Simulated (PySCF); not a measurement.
# Methylfluoroisocyanate Silane (C2H4FNOSi): electronic excitations and core binding energies

Wanted: the electronic excitations and core binding energies of Methylfluoroisocyanate Silane (C2H4FNOSi) (`C[Si@@H](F)N=C=O`), by calculation.

Programs: PySCF 2.14.0, with density-fitted response routines of our own. Each step states its level of theory. These are calculated values for one molecule in the gas phase, unless marked as measured. Atoms are numbered from 0 throughout.

## (1) The molecule as given

10 atoms, charge 0, multiplicity 1; geometry from: GFN2-xTB.

Bonds of the start (Å): C0–Si1 1.89, Si1–F2 1.61, Si1–N3 1.72, N3–C4 1.19, C4–O5 1.15, C0–H6 1.09, C0–H7 1.09, C0–H8 1.09, Si1–H9 1.45.

## (2) Excited states and response: CAM-B3LYP/def2-SVPD

The job: settings as JSON, then the geometry in Å.

```
{"job": {"kind": "uv", "xc": "CAM-B3LYP", "basis": "def2-SVPD", "nstates": 8, "ntriplets": 3}, "charge": 0, "multiplicity": 1}
C     -1.375564    -0.671189    -0.235590
Si    -0.190935     0.778073    -0.481643
F     -0.654276     1.999011     0.451659
N      1.364346     0.396666     0.138583
C      2.393011    -0.188643     0.233377
O      3.411523    -0.711500     0.381974
H     -1.468194    -0.920730     0.819152
H     -2.369955    -0.433248    -0.603562
H     -1.036222    -1.561776    -0.756763
H     -0.064850     1.317991    -1.822556
```

With the program's defaults for keys left out, this is: TDDFT CAM-B3LYP/def2-SVPD, vertical, gas phase, core orbitals frozen in the response.

**Question.** This job is followed by: delta-SCF UKS SCAN, pcX-2 on the ionised atom, pcseg-1 elsewhere, spin-free X2C. What will the session give for the following? lowest singlet (CAM-B3LYP/def2-SVPD); brightest single state of those computed; lowest triplet; C1s binding energies, SCAN/pcX-2; Si1s binding energies, SCAN/pcX-2; Si2p binding energies, SCAN/pcX-2; F1s binding energies, SCAN/pcX-2; N1s binding energies, SCAN/pcX-2; O1s binding energies, SCAN/pcX-2.

The runs gave:

```
                                quantity                        value
    lowest singlet (CAM-B3LYP/def2-SVPD)  7.21 eV (172 nm), f = 0.002
brightest single state of those computed  state 8, 9.26 eV, f = 0.235
                          lowest triplet                      6.78 eV
        C1s binding energies, SCAN/pcX-2      C4 295.17, C0 290.85 eV
       Si1s binding energies, SCAN/pcX-2               Si1 1848.71 eV
       Si2p binding energies, SCAN/pcX-2                Si1 108.78 eV
        F1s binding energies, SCAN/pcX-2                 F2 692.45 eV
        N1s binding energies, SCAN/pcX-2                 N3 405.65 eV
        O1s binding energies, SCAN/pcX-2                 O5 539.62 eV
```

The first singlet state (HOMO→LUMO+1 0.58, HOMO→LUMO 0.12) lies at 7.21 eV and is weak; of the 8 states computed, the strongest absorption comes from state 8 at 9.26 eV (the last computed, so partners may be missing). The lowest triplet lies 0.43 eV below the lowest singlet (triplets in Tamm-Dancoff, singlets in full TDDFT). The C1s levels kept as sound span 4.33 eV, from C0 (methyl carbon bonded to Si) up to C4 (central carbon of a heterocumulene).
